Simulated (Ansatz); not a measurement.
# ClH4MoN3: up Jacob's ladder to CCSD(T)

The task here is to estimate one member of a computed series from the others.

Program: Ansatz 0.2.0, Gaussian basis. Level of theory: functionals in def2-TZVPP, the program's frozen cores in correlated methods. These are calculated values, not measurements.

The runs, in order: LDA (SPW92), PBE-D4, revPBE-D4, BLYP-D4, r2SCAN-D4, B97M-V, PBE0-D4, B3LYP-D4, r2SCANh-D4, r2SCAN0-D4, HSE06-D4, BHLYP-D4, CAM-B3LYP-D4, LC-ωPBE, ωB97X-V, ωB97M-V, B2PLYP, PBE-QIDH; CCSD(T)/def2-SVP; CCSD(T)/def2-TZVPP; MP2/def2-QZVPP; extrapolation to the limit; RPA on PBE.

## Structure used throughout

An earlier PBE0-D4 in a triple-zeta def2 set relaxation fixed the geometry. Mo takes the def2 core potential; no spin-orbit term is included.

SMILES `[NH]=[Mo](=[NH])([NH2])[Cl]`, 9 atoms, charge 0, spin multiplicity 1.

Atoms are counted from 1 here; the program's logs count them from 0.

Bond lengths: N1–Mo2 1.723 Å, N1–H6 1.011 Å, Mo2–N3 1.723 Å, Mo2–N4 1.927 Å, Mo2–Cl5 2.293 Å, N3–H7 1.011 Å, N4–H8 1.009 Å, N4–H9 1.009 Å. Angles: Mo2–N1–H6 154.5°, N1–Mo2–N3 112.1°, N1–Mo2–N4 107.2°, N1–Mo2–Cl5 108.7°, N3–Mo2–N4 107.2°, N3–Mo2–Cl5 108.7°, N4–Mo2–Cl5 112.8°, Mo2–N3–H7 154.5°, Mo2–N4–H8 122.9°, Mo2–N4–H9 122.9°, H8–N4–H9 111.5°.

The first run:

in.yaml

```yaml
crystal:
  periodic: [false, false, false]
  atoms:
    - {symbol: N, position_ang: [-0.657495, 1.575906, 0.211629]}
    - {symbol: Mo, position_ang: [0.027677, 0.133157, -0.434203]}
    - {symbol: N, position_ang: [1.729264, 0.050989, -0.177621]}
    - {symbol: N, position_ang: [-0.764471, -1.347838, 0.510025]}
    - {symbol: Cl, position_ang: [-0.380706, 0.069599, -2.689634]}
    - {symbol: H, position_ang: [-0.621282, 2.490747, 0.640619]}
    - {symbol: H, position_ang: [2.627293, 0.415032, 0.110939]}
    - {symbol: H, position_ang: [-0.239859, -2.161873, 0.792111]}
    - {symbol: H, position_ang: [-1.632020, -1.272018, 1.019036]}
basis:
  gaussian: {orbitals: def2-TZVPP}
hamiltonian: {xc: lda}
output: {orbitals: {seedname: orbitals}}
```

Steps of the session up to this table: LDA; PBE-D4 (GGA); revPBE-D4 (GGA); BLYP-D4 (GGA); r2SCAN-D4 (meta-GGA); B97M-V (meta-GGA); PBE0-D4 (hybrid); B3LYP-D4 (hybrid); r2SCANh-D4 (hybrid); r2SCAN0-D4 (hybrid); HSE06-D4 (hybrid); BHLYP-D4 (hybrid); CAM-B3LYP-D4 (range-separated); LC-ωPBE-D4 (range-separated; the results give it without D4); ωB97X-V (range-separated); ωB97M-V (range-separated); B2PLYP (double hybrid); PBE-QIDH (double hybrid).

One of the session's tables, all rows but one given; the rest of the session is left out.

It belongs to the step «Orbital energies across the functionals». 

| functional | HOMO (eV) | LUMO (eV) | gap (eV) |
| --- | --- | --- | --- |
| LDA (SPW92) | -6.60 | -2.56 | 4.04 |
| PBE-D4 | -6.40 | -2.35 | 4.05 |
| revPBE-D4 | -6.33 | -2.27 | 4.06 |
| BLYP-D4 | -6.26 | -2.25 | 4.01 |
| r2SCAN-D4 | -6.69 | -2.31 | 4.37 |
| B97M-V | -6.72 | -2.26 | 4.46 |
| PBE0-D4 | -7.68 | -1.62 | 6.06 |
| B3LYP-D4 | -7.44 | -1.83 | 5.61 |
| r2SCANh-D4 | -7.16 | -2.03 | 5.13 |
| r2SCAN0-D4 | -7.88 | -1.59 | 6.29 |
| HSE06-D4 | -7.28 | -1.99 | 5.29 |
| BHLYP-D4 | -8.84 | -0.73 | 8.10 |
| CAM-B3LYP-D4 | -9.01 | -0.58 | 8.43 |
| LC-ωPBE | -10.35 | 0.51 | 10.86 |
| ωB97X-V | ? | ? | ? |
| ωB97M-V | -9.87 | 0.43 | 10.30 |

Estimate the missing values for ωB97X-V.

**Answer.** HOMO (eV): -9.98; LUMO (eV): 0.46; gap (eV): 10.44. In the column «HOMO (eV)» it lies between LC-ωPBE (-10.35) and ωB97M-V (-9.87).
